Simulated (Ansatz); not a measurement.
Working through a single point in a Gaussian basis of CH₇AlBFGe, SMILES FC[BH][GeH2][AlH2]

With Ansatz's Python interface.

The cells in order, each with its output:

**Cell 1**
```python
from pathlib import Path
import json

import ansatz as az
```

**Cell 2**
```python
geometry_ang = [
    ("F", (0.8349, -2.2219, 2.1237)),
    ("C", (0.2323, -1.426, 1.0921)),
    ("B", (0.9343, -0.0152, 0.9988)),
    ("Ge", (0.4844, 1.3578, -0.3735)),
    ("Al", (-1.4082, 0.4785, -1.7689)),
    ("H", (0.3594, -1.9441, 0.1287)),
    ("H", (-0.8175, -1.2655, 1.2965)),
    ("H", (1.8793, 0.2594, 1.7579)),
    ("H", (1.6269, 1.6962, -1.234)),
    ("H", (-0.0599, 2.6375, 0.3727)),
    ("H", (-1.2228, 0.3343, -3.3075)),
    ("H", (-2.7662, 0.0538, -1.0524)),
]
mol = az.Crystal.molecule()
for symbol, xyz in geometry_ang:
    mol = mol.atom(symbol, xyz)
```

**Cell 3**
```python
job = (
    mol.calculation()
    .basis(gaussian="def2-TZVP")
    .correlation("mp2")
    .orbitals()
)
res = job.run(threads=1, runs_dir="runs")
data = res.report
```

**Cell 4**
```python
data["reference_energy_ev"]
```
Output:
```text
-67575.8048623739
```

**Cell 5**
```python
sorted(key for key in data if key.endswith("_ev"))
```
Output:
```text
['free_energy_ev', 'reference_energy_ev']
```

**Cell 6**
```python
type(res).__name__, type(data).__name__
```
Output:
```text
('RunOutcome', 'dict')
```

**Cell 7**
```python
print(f"E = {data['free_energy_ev']:.6f} eV = {data['free_energy_ev'] / 27.211386246:.7f} Ha")
print("converged:", data["converged"], " doubts:", data["published_state_doubts"] or "none")
```
Output:
```text
E = -67598.624900 eV = -2484.2036451 Ha
converged: True  doubts: none
```

**Cell 8**
```python
parts = data["correlation"]
for name in ("random_phase", "coupled_cluster", "perturbative"):
    if name in parts:
        print(f"{name:16s} {parts[name]['energy']['hartree']:12.7f} Ha")
if "second_order" in parts:
    pair = parts["second_order"]
    print(f"MP2 same spin {pair['same_spin']['hartree']:.7f} Ha, opposite spin {pair['opposite_spin']['hartree']:.7f} Ha")
```
Output:
```text
MP2 same spin -0.2008831 Ha, opposite spin -0.6377378 Ha
```

**Cell 9**
```python
lines = Path(data["orbitals_path"]).read_text().splitlines()
field_of = lambda key: [line.split("=")[1].strip() for line in lines if line.startswith(key)]
orbitals = [(27.211386 * float(e), s, float(n)) for e, s, n in zip(field_of("Ene="), field_of("Spin="), field_of("Occup="))]
homo = max(e for e, _, n in orbitals if n > 0.5)
lumo = min(e for e, _, n in orbitals if n < 0.5)
print(f"HOMO {homo:.3f} eV, LUMO {lumo:.3f} eV, gap {lumo - homo:.3f} eV")
with open("ch7albfge.json", "w") as handle:
    json.dump({k: data[k] for k in ("free_energy_ev", "reference_energy_ev", "n_occupied", "n_virtual")}, handle, indent=1)
```
Output:
```text
HOMO -9.422 eV, LUMO 0.636 eV, gap 10.059 eV
```

It writes `ch7albfge.json`:
```json
{
 "free_energy_ev": -67598.62489980656,
 "reference_energy_ev": -67575.8048623739,
 "n_occupied": [
  19,
  19
 ],
 "n_virtual": [
  184,
  184
 ]
}
```

Notes:
- Total energies depend on the basis set; only differences at equal settings carry meaning.
- The geometry is a force-field or estimated start, not a minimum of this method, and the basis set is short of its limit.
- Levels such as HOMO and LUMO are orbital energies: in Hartree-Fock the gap is too wide and the LUMO hangs on the basis.
- It ran for 10 s on 1 thread of Arm Neoverse V2, with other jobs on the host, peak memory 0.57 GiB.

(Lines on the test bed's own set-up are left out of the output.)
